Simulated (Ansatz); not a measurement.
# C₃BN₃: up Jacob's ladder to CCSD(T)

Aim: compute C₃BN₃ with functionals from several rungs and with coupled cluster. The yardstick is the atomisation energy at the CCSD(T) limit.

The runs use Ansatz 0.2.0, Gaussian basis; functionals in def2-TZVPP, the program's frozen cores in correlated methods.

Plan: LDA (SPW92), PBE-D4, revPBE-D4, BLYP-D4, r2SCAN-D4, B97M-V, PBE0-D4, B3LYP-D4, r2SCANh-D4, r2SCAN0-D4, HSE06-D4, BHLYP-D4, CAM-B3LYP-D4, LC-ωPBE, ωB97X-V, ωB97M-V, B2PLYP, PBE-QIDH; CCSD(T)/def2-SVP; CCSD(T)/def2-TZVPP; MP2/def2-QZVPP; extrapolation to the limit; RPA on PBE.

**1. The geometry**

An earlier PBE0-D4 in a triple-zeta def2 set relaxation fixed the geometry.

SMILES `N#CB(C#N)C#N`, 7 atoms, charge 0, spin multiplicity 1.

Atoms are counted from 1 here; the program's logs count them from 0.

Bond lengths: N1–C2 1.153 Å, C2–B3 1.519 Å, B3–C4 1.519 Å, B3–C6 1.519 Å, C4–N5 1.153 Å, C6–N7 1.153 Å. Angles: N1–C2–B3 180.0°, C2–B3–C4 120.0°, C2–B3–C6 120.0°, C4–B3–C6 120.0°, B3–C4–N5 180.0°, B3–C6–N7 180.0°.

**2. LDA**

This LDA is Slater exchange with PW92 correlation.

The input, in.yaml:

```yaml
crystal:
  periodic: [false, false, false]
  atoms:
    - {symbol: N, position_ang: [1.190796, -2.122902, 1.122802]}
    - {symbol: C, position_ang: [0.680832, -1.211232, 0.635627]}
    - {symbol: B, position_ang: [0.008728, -0.009706, -0.006497]}
    - {symbol: C, position_ang: [-1.173281, -0.209255, -0.939633]}
    - {symbol: N, position_ang: [-2.070105, -0.360682, -1.647674]}
    - {symbol: C, position_ang: [0.518684, 1.391362, 0.284474]}
    - {symbol: N, position_ang: [0.905646, 2.454416, 0.505202]}
basis:
  gaussian: {orbitals: def2-TZVPP}
hamiltonian: {xc: lda}
output: {orbitals: {seedname: orbitals}}
```

Further steps of the session: PBE-D4 (GGA); revPBE-D4 (GGA); BLYP-D4 (GGA); r2SCAN-D4 (meta-GGA); B97M-V (meta-GGA); PBE0-D4 (hybrid); B3LYP-D4 (hybrid); r2SCANh-D4 (hybrid); r2SCAN0-D4 (hybrid); HSE06-D4 (hybrid); BHLYP-D4 (hybrid); CAM-B3LYP-D4 (range-separated); LC-ωPBE-D4 (range-separated); ωB97X-V (range-separated); ωB97M-V (range-separated); B2PLYP (double hybrid); PBE-QIDH (double hybrid); CCSD(T) in def2-SVP; CCSD(T) in def2-TZVPP; MP2 in def2-QZVPP; RPA on PBE orbitals.

Before running them: what should the planned runs give, taken together? Wanted: atomisation energy, CCSD(T)/CBS; farthest beyond LDA; mean size of error, GGA; mean size of error, meta-GGA; mean size of error, hybrid; mean size of error, range-separated; mean size of error, double hybrid; gap, smallest and largest; T1 diagnostic.

The runs gave:

```
                               quantity                                      value
        atomisation energy, CCSD(T)/CBS                              3753.0 kJ/mol
 functionals within 18.8 kJ/mol (0.5 %)                                   PBE-QIDH
                    farthest beyond LDA                     PBE-D4 (+285.2 kJ/mol)
                mean size of error, GGA                               197.9 kJ/mol
           mean size of error, meta-GGA                                36.1 kJ/mol
             mean size of error, hybrid                                98.0 kJ/mol
    mean size of error, range-separated                                42.9 kJ/mol
      mean size of error, double hybrid                                24.7 kJ/mol
              gap, smallest and largest  3.48 eV (LDA (SPW92)), 10.87 eV (LC-ωPBE)
                          T1 diagnostic                                     0.0159
triples share of the correlation energy                                      5.4 %
```

**Reading.** The LDA atomisation energy is off by 719.3 kJ/mol (19 %): it overbinds. PBE-D4 misses by +285.2 kJ/mol. Double hybrids carry the basis error of their MP2 part in triple zeta, and no dispersion term here, so their miss is partly the set-up's. By mean error the best rung here is double hybrid (24.7 kJ/mol) and the worst beyond LDA is GGA (197.9 kJ/mol). RPA and LDA stand outside this count. Misses under about 18.8 kJ/mol are within the doubt on the reference itself, which lacks core-valence correlation, relativity and higher excitations. Hartree-Fock recovers 64 % of the binding; the rest is correlation. CCSD(T) in def2-SVP is off by -179.8 kJ/mol, worse than the median functional, from the basis alone. Orbital gaps span 3.5 to 10.9 eV; exact exchange widens them.
